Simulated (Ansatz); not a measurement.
# EuF2: the cost of one run

Program: Ansatz 0.2.0. Level of theory: DFT LDA+U (U_eff = 1 eV on Eu f, around-mean-field double counting), plane waves, PAW, no spin–orbit coupling unless a run says so. These are calculated values, not measurements.

## (1) The starting structure

Symmetry: Fm-3m, No. 225, cubic system. Conventional cell: a = 5.796 Å, b = 5.796 Å, c = 5.796 Å, α = 90.00°, β = 90.00°, γ = 90.00°. Eu (site symmetry m-3m) is surrounded by 8 F at 2.51 Å. F (site symmetry -43m) is surrounded by 4 Eu at 2.51 Å.

Coordinates:

```xyz
3
Lattice="0.0000 2.8980 2.8980 2.8980 0.0000 2.8980 2.8980 2.8980 0.0000" Properties=species:S:1:pos:R:3 pbc="T T T"
Eu    0.0000    0.0000    0.0000
F     1.4490    1.4490    1.4490
F     4.3470    4.3470    4.3470
```

## (2) Ferromagnetic start, free, symmetry kept, no search

input.yaml

```yaml
crystal:
  lattice:
    - [0.0, 2.89799902, 2.89799902]
    - [2.89799902, 0.0, 2.89799902]
    - [2.89799902, 2.89799902, 0.0]
  atoms:
    - { symbol: Eu, position: [0.0, 0.0, 0.0], spin: 7.0 }
    - { symbol: F, position: [0.25, 0.25, 0.25] }
    - { symbol: F, position: [0.75, 0.75, 0.75] }
basis:
  ecutwfc: 420
  ecutrho_ratio: 4
kpoints:
  mp_grid: { grid: [6, 6, 6] }
hamiltonian:
  xc: lda
  hubbard: { sites: [{ site: 0, l: f, u_eff: 1.0 }], double_counting: amf }
scf:
  occupations: { method: gaussian, width: 0.05 }
  lower_state_search: "off"
  max_iter: 150
output:
  forces: true
  stress: true
  eigenvalues: true
  populations: true
  hubbard: { sites: [{ site: 0, l: f }] }
magnetization:
  spin_polarized: true
```

The run is started by

```
$ ansatz run input.yaml --threads 2 --pin off --max-ram 3072MiB --backend cpu --events-out ev --progress --plain --runs-dir out
```

What time and memory should one allow on 2 threads of Intel Xeon 6975P-C (Granite Rapids), shared host?

About 1.9 s, with a peak of 0.39 GiB.
